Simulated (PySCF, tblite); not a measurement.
# C₆H₁₄BNO: geometry, infrared bands and NMR shifts

What infrared bands and NMR shifts should C₆H₁₄BNO (`[BH2-]1COC[N@H+]1C1CCC1`) show?

Computed with tblite 0.8.0 and PySCF 2.14.0, with density-fitted response routines of our own, on a single molecule in the gas phase. Atoms are numbered from 0 throughout.

### Step 1. The molecule as given

23 atoms, charge 0, multiplicity 1; geometry from: force field or distance geometry start.

Bonds of the start (Å): B0–C1 1.59, C1–O2 1.41, O2–C3 1.40, C3–N4 1.46, N4–C5 1.48, C5–C6 1.54, C6–C7 1.53, C7–C8 1.52, N4–B0 1.53, C8–C5 1.54, B0–H9 1.19, B0–H10 1.19, C1–H11 1.12, C1–H12 1.10, C3–H13 1.11, C3–H14 1.12, N4–H15 1.05, C5–H16 1.11, C6–H17 1.12, C6–H18 1.11, C7–H19 1.11, C7–H20 1.10, C8–H21 1.11, C8–H22 1.13.

### Step 2. Geometry optimisation with GFN2-xTB

Job settings and geometry (Å):

```
{"job": {"kind": "relax", "xc": "GFN2-xTB", "basis": "xTB"}, "charge": 0, "multiplicity": 1}
B     -1.590500    -0.093000    -0.845100
C     -2.903200     0.178500     0.007600
O     -2.484900     0.833700     1.189900
C     -1.126700     0.553800     1.359400
N     -0.467600     0.401100     0.068000
C      0.668200    -0.543800     0.116100
C      1.516100    -0.556400    -1.164900
C      2.714100    -0.013800    -0.381800
C      1.881200     0.006900     0.889300
H     -1.634700     0.537700    -1.854400
H     -1.506400    -1.256600    -1.097900
H     -3.397300    -0.788100     0.283700
H     -3.615800     0.815200    -0.534100
H     -0.652500     1.372600     1.941600
H     -1.042600    -0.373000     1.983300
H     -0.155100     1.348200    -0.258000
H      0.388900    -1.564100     0.459900
H      1.687200    -1.596300    -1.538900
H      1.166000     0.152100    -1.938400
H      3.013800     0.999600    -0.715600
H      3.544300    -0.739100    -0.327500
H      2.250300    -0.700100     1.655900
H      1.742300     1.051800     1.285300
```

Launch:

```bash
OMP_NUM_THREADS=1 python probes_run.py task.json out
```

The driver reads the jobs from task.json and runs them one after another.

**Question.** This job is followed by: GFN2-xTB harmonic vibrations, gas phase; GIAO PBE0/pcSseg-1 NMR shielding, non-relativistic, gas phase. What will the session give for the following? strongest single infrared mode (GFN2-xTB); zero-point energy (GFN2-xTB); 13C shifts against TMS (PBE0/pcSseg-1); 1H shifts against TMS (PBE0/pcSseg-1); 11B shifts against BF3·OEt2 (PBE0/pcSseg-1); 17O shifts against H2O (PBE0/pcSseg-1); 15N shifts against NH3 (PBE0/pcSseg-1).

**Answer**, as computed:

| quantity | value |
| --- | --- |
| strongest single infrared mode (GFN2-xTB) | 2473 cm⁻¹, 226 km/mol |
| zero-point energy (GFN2-xTB) | 125.3 kcal/mol |
| 13C shifts against TMS (PBE0/pcSseg-1) | 85.4, 68.2, 51.8, 29.8, 28.8, 14.5 ppm |
| 1H shifts against TMS (PBE0/pcSseg-1) | 4.67, 3.87, 3.81, 3.75, 3.18, 2.78, 2.67, 2.41, 2.40, 2.23, 1.97, 1.92, 1.80, 1.66 ppm |
| 11B shifts against BF3·OEt2 (PBE0/pcSseg-1) | -19.6 ppm |
| 17O shifts against H2O (PBE0/pcSseg-1) | 59.4 ppm |
| 15N shifts against NH3 (PBE0/pcSseg-1) | 107.2 ppm |

In words: The optimisation took 86 steps and gained 0.636 eV; among the close pairs (by a distance rule), B0–N4 changed most, from 1.529 to 1.651 Å. No mode is imaginary among the 63: a minimum at this level. The strongest single mode, at 2473 cm⁻¹, moves mainly H10. Unscaled tight-binding wavenumbers are off by several per cent, some by more. Its intensities can rank the bands wrongly. At PBE0/pcSseg-1: Shielding is most anisotropic at O2 (span 136 ppm, paramagnetic term -120 ppm).
